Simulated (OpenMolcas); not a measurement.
# Pt⁴⁺ among point charges: CASSCF and CASPT2 levels and susceptibility

Aim: the splitting of the states of Pt⁴⁺ in the field of 6 point charges, its lowest levels with spin-orbit coupling and its magnetic susceptibility.

The numbers are computed with OpenMolcas 26.06 (state-averaged CASSCF and CASPT2, spin-orbit coupling by RASSI with atomic mean-field integrals), except any that are marked as measured or tabulated.

## (1) What is computed

* Species: Pt⁴⁺ (platinum, Z = 78, 74 electrons)
* Basis: ANO-RCC-VTZP [8s7p5d3f1g], 84 functions
* Scalar Hamiltonian: DKH2, point nucleus
* Inactive shells: 1s 2s 2p 3s 3p 3d 4s 4p 4d 4f 5s 5p
* Active space: 6 electrons in 5 orbitals (5d)
* Some configurations of this space: 5d6
* Orbitals: optimised for each spin and parity, averaged over all roots

The outer shells:

5d6
```
5d [↑↓][↑ ][↑ ][↑ ][↑ ]
```

The ion sits among 6 point charges of -1.7 e arranged as a tetragonal octahedron (D4h), 1.95 Å from the ion, with the axial distance 1.872 Å.

Each step is its own input file, run in one work folder so that later steps find the files of earlier ones. Labels, J, g values, rates, χT and fits are worked out afterwards by a script from the matrices that RASSI stores. The input lists half of the charges; inversion (Group=XYZ) makes the rest.

## (2) One- and two-electron integrals

a.inp reads:

```
&GATEWAY
Coord
1

Pt 0.0 0.0 0.0
Basis=ANO-RCC-VTZP
Group=XYZ
NoMove
AngMom=0.0 0.0 0.0
AMFI
XField
3 Angstrom 0
1.950000 0.000000 0.000000 -1.700000
0.000000 1.950000 0.000000 -1.700000
0.000000 0.000000 1.872000 -1.700000
&SEWARD
```

Launch:

```
OMP_NUM_THREADS=1 MOLCAS_MEM=1689 MOLCAS_PROJECT=a pymolcas a.inp > a.log
```

## (3) Reference wave functions, quintets of even parity, 5 roots

a.inp reads:

```
&RASSCF
FileOrb=start.orb
Symmetry=1
Spin=5
nActEl=6 0 0
Inactive=15 19
Ras2=5 0
CIRoot=5 5 1
SDav=5
CIMx=300
Iter=120 100
PrWF=0.3
OrbListing=Nothing
MaxOrb=0
>>> COPY $Project.JobIph JOB001
```

start.orb holds the contracted functions of the basis, ordered by shell, or the orbitals of the step before.

## (4) Reference wave functions, triplets of even parity, 45 roots

a.inp reads:

```
&RASSCF
FileOrb=start.orb
Symmetry=1
Spin=3
nActEl=6 0 0
Inactive=15 19
Ras2=5 0
CIRoot=45 45 1
SDav=45
CIMx=300
Iter=120 100
PrWF=0.3
OrbListing=Nothing
MaxOrb=0
>>> COPY $Project.JobIph JOB002
```

## (5) Reference wave functions, singlets of even parity, 50 roots

a.inp reads:

```
&RASSCF
FileOrb=start.orb
Symmetry=1
Spin=1
nActEl=6 0 0
Inactive=15 19
Ras2=5 0
CIRoot=50 50 1
SDav=50
CIMx=300
Iter=120 100
PrWF=0.3
OrbListing=Nothing
MaxOrb=0
>>> COPY $Project.JobIph JOB003
```

## (6) State interaction with spin-orbit coupling

a.inp reads:

```
&RASSI
NrOfJobIphs=3 5 45 50
1 2 3 4 5
1 2 3 4 5 6 7 8 9 10 11 12 13 14 15 16 17 18 19 20 21 22 23 24 25 26 27
28 29 30 31 32 33 34 35 36 37 38 39 40 41 42 43 44 45
1 2 3 4 5 6 7 8 9 10 11 12 13 14 15 16 17 18 19 20 21 22 23 24 25 26 27
28 29 30 31 32 33 34 35 36 37 38 39 40 41 42 43 44 45 46 47 48 49 50
IphNames
JOB001
JOB002
JOB003
EJob
SpinOrbit
DIPRint=1.0
SOCoupling=1000.0
Subsets=2
Property=9
'ANGMOM' 1 'ANGMOM' 2 'ANGMOM' 3 'MLTPL  1' 1 'MLTPL  1' 2 'MLTPL  1' 3
'AMFI' 1 'AMFI' 2 'AMFI' 3
SOProperty=3
'ANGMOM' 1 'ANGMOM' 2 'ANGMOM' 3
```

## (7) CASPT2: IPEA 0.25, imaginary shift 0.1 (closed shells correlated: 5s 5p)

a.inp reads:

```
>>> COPY JOB001 $Project.JobIph
&CASPT2
Multistate=5 1 2 3 4 5
NoMult
Frozen=14 16
IPEA=0.25
Imaginary=0.1
MaxIter=60
WThr=0.0 0.3 0.05
PrWF=0.5
NoMix
>>> COPY JOB002 $Project.JobIph
&CASPT2
Multistate=45 1 2 3 4 5 6 7 8 9 10 11 12 13 14 15 16 17 18 19 20 21 22
23 24 25 26 27 28 29 30 31 32 33 34 35 36 37 38 39 40 41 42 43 44 45
NoMult
Frozen=14 16
IPEA=0.25
Imaginary=0.1
MaxIter=60
WThr=0.0 0.3 0.05
PrWF=0.5
NoMix
>>> COPY JOB003 $Project.JobIph
&CASPT2
Multistate=50 1 2 3 4 5 6 7 8 9 10 11 12 13 14 15 16 17 18 19 20 21 22
23 24 25 26 27 28 29 30 31 32 33 34 35 36 37 38 39 40 41 42 43 44 45 46
47 48 49 50
NoMult
Frozen=14 16
IPEA=0.25
Imaginary=0.1
MaxIter=60
WThr=0.0 0.3 0.05
PrWF=0.5
NoMix
```

(Steps that only read results are left out.)

Q: Predict the outcome of this session. Wanted: spin-free ground state; first state of the same spin within the active space; lowest level; next level.

**Answer**, as computed:

| quantity | value |
| --- | --- |
| method | SS-CASPT2, IPEA 0.25, imaginary shift 0.1 (closed shells correlated: 5s 5p) |
| spin-free ground state | 5B2, 1-fold in its orbital part |
| first state of the same spin within the active space | 5E at 940 cm⁻¹ |
| lowest level | 1-fold A1 |
| next level | 468.6 cm⁻¹ |
| χT at 300 K | 3.02 cm³ K/mol |
| effective moment at 300 K | 4.92 μB |

Cost by method:

```
                                              method  time of its own steps  time with the reference
                                           A. CASSCF                   22 s                     22 s
B. SS-CASPT2, IPEA 0.25, imaginary shift 0.1, +5s 5p                   15 s                     37 s
```

Times are of one thread on a shared host.

The spin-free ground state (5B2) comes to 100 % from free-ion D terms and keeps the highest spin of the shell. χT at 300 K is 3.02, against 3.01 cm³ K/mol for the spin alone; near agreement at one temperature doesn't show that the orbital moment is quenched. An active space of the d shell alone favours high spin; real ions in strong fields can be low spin. The field of point charges can differ much from that of real complexes. With metal d orbitals alone active, the gaps between spin states are rough; where two lie within a few thousand cm-1, their order is open. This is an electrostatic model: the charges have no orbitals.
